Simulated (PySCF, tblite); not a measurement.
**C₇H₁₂O₄: infrared bands and NMR shifts**

What infrared bands and NMR shifts should C₇H₁₂O₄ (`CCCOC(=O)C(=O)OCC`) show?

Computed with tblite 0.8.0 and PySCF 2.14.0, with density-fitted response routines of our own, on a single molecule in the gas phase. Atoms are numbered from 0 throughout.

**1. The molecule as given**

23 atoms, charge 0, multiplicity 1; geometry from: GFN2-xTB.

Bonds of the start (Å): C0–C1 1.52, C1–C2 1.52, C2–O3 1.43, O3–C4 1.32, C4–O5 1.20, C4–C6 1.54, C6–O7 1.20, C6–O8 1.32, O8–C9 1.43, C9–C10 1.52, C0–H11 1.09, C0–H12 1.09, C0–H13 1.09, C1–H14 1.09, C1–H15 1.09, C2–H16 1.10, C2–H17 1.10, C9–H18 1.09, C9–H19 1.09, C10–H20 1.09, C10–H21 1.09, C10–H22 1.09.

**2. Vibrational analysis with GFN2-xTB**

Job settings and geometry (Å):

```
{"job": {"kind": "ir", "xc": "GFN2-xTB", "basis": "xTB"}, "charge": 0, "multiplicity": 1}
C      4.546942     0.184118    -0.250778
C      3.135050     0.695619     0.004932
C      2.112996    -0.420502    -0.152113
O      0.809177     0.110019     0.112395
C     -0.173568    -0.764013     0.221715
O     -0.069558    -1.955495     0.099723
C     -1.498918    -0.047754     0.554739
O     -1.562988     1.064508     1.005505
O     -2.520132    -0.845058     0.299215
C     -3.831509    -0.339430     0.575730
C     -4.353061     0.499263    -0.581549
H      4.634328    -0.214957    -1.258578
H      4.803200    -0.603794     0.453599
H      5.265170     0.991510    -0.138586
H      2.891927     1.496342    -0.694626
H      3.059361     1.100380     1.014946
H      2.308103    -1.242179     0.546507
H      2.124774    -0.829863    -1.168840
H     -3.792477     0.258700     1.491975
H     -4.448490    -1.226337     0.730831
H     -5.366926     0.824123    -0.366119
H     -3.725075     1.376317    -0.718746
H     -4.353075    -0.084532    -1.498861
```

**Question.** This job is followed by: GIAO PBE0/pcSseg-1 NMR shielding, non-relativistic, gas phase. What will the session give for the following? strongest single infrared mode (GFN2-xTB); zero-point energy (GFN2-xTB); 13C shifts against TMS (PBE0/pcSseg-1); 1H shifts against TMS (PBE0/pcSseg-1, means over atoms taken as alike); 17O shifts against H2O (PBE0/pcSseg-1).

As calculated:

```
                                                              quantity                                           value
                             strongest single infrared mode (GFN2-xTB)                           1775 cm⁻¹, 597 km/mol
                                          zero-point energy (GFN2-xTB)                                  116.1 kcal/mol
                                13C shifts against TMS (PBE0/pcSseg-1)  164.4, 164.4, 71.9, 64.7, 25.6, 16.2, 11.1 ppm
1H shifts against TMS (PBE0/pcSseg-1, means over atoms taken as alike)                4.57, 4.14, 1.90, 1.34, 1.04 ppm
                                17O shifts against H2O (PBE0/pcSseg-1)                  439.9, 428.3, 220.6, 220.0 ppm
```

**Reading.** The lowest mode is slightly imaginary (13i cm⁻¹), a soft motion within the noise of the Hessian, so the minimum is not strictly shown. GFN2-xTB is a fitted tight-binding method: band positions and strengths are rough. Its intensities can rank the bands wrongly.
